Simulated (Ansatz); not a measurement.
# Tl2CdSnSb4: the cost of one run

Computed with Ansatz 0.2.0 (reference: DFT PBE, plane waves, PAW, scalar-relativistic, no spin polarisation, unless a step's input says otherwise).

1 further run of the same task is left out (it didn't finish).

## 1. The starting structure

The structure is tetragonal, space group I-42m (No. 121). The conventional cell has a = 8.290 Å, b = 8.290 Å, c = 7.101 Å, α = 90.00°, β = 90.00°, γ = 90.00°. Tl (site symmetry 222) is surrounded by 8 Sb at 3.48 to 3.56 Å and 2 Tl at 3.55 Å. Cd (site symmetry -42m) is surrounded by 4 Sb at 2.82 Å. Sn (site symmetry -42m) has 4 Sb at 2.73 Å as nearest neighbours. Around Sb (site symmetry m) lie 1 Sn at 2.73 Å and 1 Cd at 2.82 Å.

Structure file:

```xyz
8
Lattice="-4.1450 4.1450 3.5507 4.1450 -4.1450 3.5507 4.1450 4.1450 -3.5507" Properties=species:S:1:pos:R:3 pbc="T T T"
Tl    0.0000    4.1450    0.0000
Tl    4.1450    0.0000    0.0000
Cd    0.0000    0.0000    3.5507
Sn    0.0000    0.0000    0.0000
Sb    1.5095    1.5095    1.7013
Sb    1.5095   -1.5095    5.4001
Sb    2.6355    2.6355   -1.8494
Sb   -1.5095    1.5095    5.4001
```

## 2. Baseline

The input, input.yaml:

```yaml
crystal:
  lattice:
    - [-4.144987, 4.144987, 3.550716]
    - [4.144987, -4.144987, 3.550716]
    - [4.144987, 4.144987, -3.550716]
  atoms:
    - { symbol: Tl, position: [0.5, 0.0, 0.5] }
    - { symbol: Tl, position: [0.0, 0.5, 0.5] }
    - { symbol: Cd, position: [0.5, 0.5, 0.0] }
    - { symbol: Sn, position: [0.0, 0.0, 0.0] }
    - { symbol: Sb, position: [0.42166, 0.42166, 0.36418] }
    - { symbol: Sb, position: [0.57834, 0.94252, 0.0] }
    - { symbol: Sb, position: [0.05748, 0.05748, 0.63582] }
    - { symbol: Sb, position: [0.94252, 0.57834, 0.0] }
  symmetry: { tolerance: 0.0003 }
kpoints:
  mp_grid: { grid: [4, 4, 4], shift: [0, 0, 0] }
magnetization:
  spin_polarized: false
scf:
  occupations: { method: fermi_dirac, width: 0.0326 }
hamiltonian:
  pseudopotentials: { kind: paw }
  xc: pbe
basis:
  ecutwfc: 420
output:
  forces: true
  stress: true
  eigenvalues: true
  write_density: true
  write_potential: true
  elf: true
  volumetric_format: npy
```

Started as:

```
$ ansatz run input.yaml --threads 1 --pin off --max-ram 2560MiB --backend cpu --events-out ev --progress --plain --runs-dir out
```

Q: Estimate wall time and peak memory on 1 thread of an x86-64 CPU, shared host.

About 24 s, with a peak of 0.69 GiB.
